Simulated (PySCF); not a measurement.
# GaH⁺ with other numerical set-ups

Which parts of the numerical set-up matter for GaH⁺? Each run edits the base script.

Program: PySCF 2.14.0. Level of theory: method and basis as typed in the scripts. These are calculated values, not measurements.

**1. The starting structure**

GaH⁺: 2 atoms, charge 1, spin multiplicity 2.

Bond lengths: Ga1–H2 1.544 Å.

**2. Base script**

File input.py:

```python
from pyscf import gto, scf

mol = gto.M(
    atom='Ga 0 0 0; H 0 0 1.544',
    basis='crenbl',
    ecp={'Ga': 'crenbl'},
    charge=1,
    spin=1,
    verbose=4,
)
mf = scf.UHF(mol)
mf.kernel()
mf.dip_moment()
print('orbital energies (hartree):', [e[max(0, n-3):n+3].round(4) for e, n in zip(mf.mo_energy, mol.nelec)])
```

Started as:

```sh
$ OMP_NUM_THREADS=1 python input.py
```

The log of this run is left out.

Base result: E(SCF) = -77.819940 Eh, 11 cycles, ⟨S²⟩ = 0.780.

The bond length is a typed value, not an optimised one. The dipole of an ion depends on the origin.

**3. Def2-svpd (core potential off)**

Variant 1 changes basis set: crenbl → def2-svpd; core potential: on → off. The core potential changes with it, and so the count of electrons: totals don't compare.

File input.py:

```python
from pyscf import gto, scf

mol = gto.M(
    atom='Ga 0 0 0; H 0 0 1.544',
    basis='def2-svpd',
    charge=1,
    spin=1,
    verbose=4,
)
mf = scf.UHF(mol)
mf.kernel()
mf.dip_moment()
print('orbital energies (hartree):', [e[max(0, n-3):n+3].round(4) for e, n in zip(mf.mo_energy, mol.nelec)])
```

Started as:

```sh
$ OMP_NUM_THREADS=1 python input.py
```

**4. 3-21g (core potential off)**

Variant 2 changes basis set: crenbl → 3-21g; core potential: on → off. The core potential changes with it, and so the count of electrons: totals don't compare.

input.py: that of step 2 with these lines changed.

```diff
@@ -4,4 +4,3 @@
     atom='Ga 0 0 0; H 0 0 1.544',
-    basis='crenbl',
-    ecp={'Ga': 'crenbl'},
+    basis='3-21g',
     charge=1,
```

**5. Cartesian functions on**

Variant 3 changes Cartesian functions: off → on.

input.py: that of step 2 with these lines changed.

```diff
@@ -8,2 +8,3 @@
     spin=1,
+    cart=True,
     verbose=4,
```

**6. Cc-pvdz (core potential off)**

Variant 4 changes basis set: crenbl → cc-pvdz; core potential: on → off. The core potential changes with it, and so the count of electrons: totals don't compare.

input.py: that of step 2 with these lines changed.

```diff
@@ -4,4 +4,3 @@
     atom='Ga 0 0 0; H 0 0 1.544',
-    basis='crenbl',
-    ecp={'Ga': 'crenbl'},
+    basis='cc-pvdz',
     charge=1,
```

**7. Ano-rcc-vdzp (core potential off, X2C on)**

Variant 5 changes basis set: crenbl → ano-rcc-vdzp; core potential: on → off; spin-free X2C: off → on. The core potential changes with it, and so the count of electrons: totals don't compare.

input.py: that of step 2 with these lines changed.

```diff
@@ -4,4 +4,3 @@
     atom='Ga 0 0 0; H 0 0 1.544',
-    basis='crenbl',
-    ecp={'Ga': 'crenbl'},
+    basis='ano-rcc-vdzp',
     charge=1,
@@ -11,2 +10,3 @@
 mf = scf.UHF(mol)
+mf = mf.sfx2c1e()
 mf.kernel()
```

Q: Predict the outcome of this session. Wanted: for each run, E(SCF); from base; gap, α spin.

The runs gave:

| run | E(SCF) (hartree) | from base (eV) | cycles | gap, α spin (eV) | functions |
| --- | --- | --- | --- | --- | --- |
| base | -77.819940 | 0 | 11 | 11.73 | 36 |
| def2-svpd (core potential off) | -1923.278067 | not comparable | 10 | 11.64 | 46 |
| 3-21g (core potential off) | -1914.100152 | not comparable | 9 | 11.30 | 24 |
| Cartesian functions on | -77.820747 | -0.0220 | 11 | 11.73 | 40 |
| cc-pvdz (core potential off) | -1923.494136 | not comparable | 10 | 11.67 | 32 |
| ano-rcc-vdzp (core potential off, X2C on) | -1942.484116 | not comparable | 10 | 11.76 | 32 |

**Reading.** Total energies from different bases, Hamiltonians or methods carry different errors, so properties are taken as differences within one set-up.
